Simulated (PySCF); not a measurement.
# CuCl: a composite coupled-cluster curve

The task here is to estimate one member of a computed series from the others.

Program: PySCF 2.14.0. Level of theory: CCSD(T) on RHF, scalar-relativistic core potentials. These are calculated values, not measurements.

2 further runs of the same task are left out: 2 set aside as unsound or not needed.

Set-up of the first run:

| Item | Value |
| --- | --- |
| molecule | CuCl |
| state | singlet, unpaired electrons none |
| smaller basis | Cu cc-pVTZ-PP with ECP10, Cl cc-pV(T+d)Z |
| larger basis | Cu cc-pVQZ-PP with ECP10, Cl cc-pV(Q+d)Z |
| frozen core orbitals | 9 |
| extrapolation | correlation as n⁻³ (n = 3, 4), Hartree–Fock as (n+1)·exp(−9√n) |
| corrections | none |
| distances (Å) | 1.8154, 1.8979, 1.9804, 2.0629, 2.1454, 2.2486, 2.3517 |
| masses (u) | 62.9296, 34.9689 |
| dissociation limit | Cu + Cl |

On the command line:

```console
> OMP_NUM_THREADS=4 python comp.py task.json out
```

Steps of the session up to this table: Coupled cluster at each distance.

One of the session's tables, all rows but one given; the rest of the session is left out.

It belongs to the step «Coupled cluster at each distance». Parts of the energy along the bond, in eV from Cu + Cl:

```
 R (Å)  HF/CBS  CCSD corr.      (T)
1.8154  -1.572      -1.510  -0.1908
1.8979       ?           ?        ?
1.9804  -2.405      -1.256  -0.1531
2.0629  -2.564      -1.151  -0.1364
2.1454  -2.613      -1.060  -0.1217
2.2486  -2.570      -0.964  -0.1064
2.3517  -2.449      -0.885  -0.0942
```

**Question.** Estimate the row for R (Å) = 1.8979.

Worked estimate for «HF/CBS». A straight line through the neighbours (1.8154, -1.572) and (1.9804, -2.405) gives -1.572 + (-2.405 + 1.572) × (1.8979 − 1.8154) / (1.9804 − 1.8154) = -1.988; a parabola fitted to 3 rows on both sides gives -2.074.

The run gave: HF/CBS: -2.095; CCSD corr.: -1.376; (T): -0.1715. In «HF/CBS» the line misses by +0.107 and the parabola by +0.021.
